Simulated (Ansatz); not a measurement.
# CH₅AsOSi: up Jacob's ladder to CCSD(T)

One table from this session's results is given with a row withheld; the runs are named, their logs left out.

Program: Ansatz 0.2.0, Gaussian basis. Level of theory: functionals in def2-TZVPP, the program's frozen cores in correlated methods. These are calculated values, not measurements.

Plan: PBE-D4, r2SCAN-D4, PBE0-D4, B3LYP-D4, ωB97X-V, ωB97M-V, B2PLYP; CCSD(T)/def2-TZVPP; MP2/def2-QZVPP; extrapolation to the limit.

**The relaxed structure**

All runs share one geometry, relaxed beforehand with PBE0-D4 in a triple-zeta def2 set.

9 atoms, charge 0, spin multiplicity 1.

Atoms are counted from 1 here; the program's logs count them from 0.

Bond lengths: As1–Si2 2.346 Å, As1–H5 1.525 Å, As1–H6 1.524 Å, Si2–C3 1.809 Å, Si2–O4 1.667 Å, Si2–H7 1.483 Å, C3–O4 1.469 Å, C3–H8 1.088 Å, C3–H9 1.088 Å. Angles: Si2–As1–H5 90.4°, Si2–As1–H6 91.6°, H5–As1–H6 91.5°, As1–Si2–C3 120.4°, As1–Si2–O4 115.7°, As1–Si2–H7 117.0°, C3–Si2–O4 49.8°, C3–Si2–H7 120.2°, O4–Si2–H7 115.2°, Si2–C3–O4 60.1°, Si2–C3–H8 121.6°, Si2–C3–H9 121.8°, O4–C3–H8 113.0°, O4–C3–H9 113.1°, H8–C3–H9 113.8°, Si2–O4–C3 70.1°.

The first run:

Input file in.yaml:

```yaml
crystal:
  periodic: [false, false, false]
  atoms:
    - {symbol: As, position_ang: [-1.164543, 1.734265, 0.204207]}
    - {symbol: Si, position_ang: [0.453951, 0.042669, 0.060018]}
    - {symbol: C, position_ang: [-0.038001, -1.671172, -0.245537]}
    - {symbol: O, position_ang: [0.266439, -1.229023, 1.121417]}
    - {symbol: H, position_ang: [-0.617516, 2.382067, -1.063854]}
    - {symbol: H, position_ang: [-0.254775, 2.587358, 1.080824]}
    - {symbol: H, position_ang: [1.854911, 0.469264, -0.173350]}
    - {symbol: H, position_ang: [0.668666, -2.409023, -0.620340]}
    - {symbol: H, position_ang: [-1.080531, -1.952504, -0.380387]}
basis:
  gaussian: {orbitals: def2-TZVPP}
hamiltonian: {xc: pbe, dispersion: d4}
output: {forces: true, orbitals: {seedname: orbitals}}
```

Run with:

```
$ ansatz run in.yaml --threads 4 --pin off --events-out ev --progress --plain --max-ram 10444MiB
```

Among the steps run: PBE-D4 (GGA); r2SCAN-D4 (meta-GGA); PBE0-D4 (hybrid); B3LYP-D4 (hybrid); ωB97X-V (range-separated); ωB97M-V (range-separated); B2PLYP (double hybrid); CCSD(T) in def2-TZVPP; MP2 in def2-QZVPP.

One table of the session follows, with a row left open; its other results are not shown here.

| method | atomisation energy (kJ/mol) |
| --- | --- |
| PBE-D4 | 2996.0 |
| r2SCAN-D4 | 2951.8 |
| PBE0-D4 | 2926.2 |
| B3LYP-D4 | 2937.8 |
| ωB97X-V | ? |
| ωB97M-V | 2941.2 |
| B2PLYP | 2895.4 |
| HF/def2-TZVPP | 1989.8 |
| MP2/def2-TZVPP | 2875.2 |
| CCSD/def2-TZVPP | 2792.6 |
| CCSD(T)/def2-TZVPP | 2846.7 |
| MP2/CBS | 2965.5 |
| CCSD(T)/CBS | 2937.0 |

Estimate the missing values for ωB97X-V.

The run gave: atomisation energy (kJ/mol): 2965.9. In the column «atomisation energy (kJ/mol)» it lies between MP2/CBS (2965.5) and PBE-D4 (2996.0).

Caveats from the session: Free atoms (1 As, 1 Si, 1 C, 1 O, 5 H) were run apart at each level; the atomisation energy is their sum less the molecule, without zero-point or spin-orbit terms.
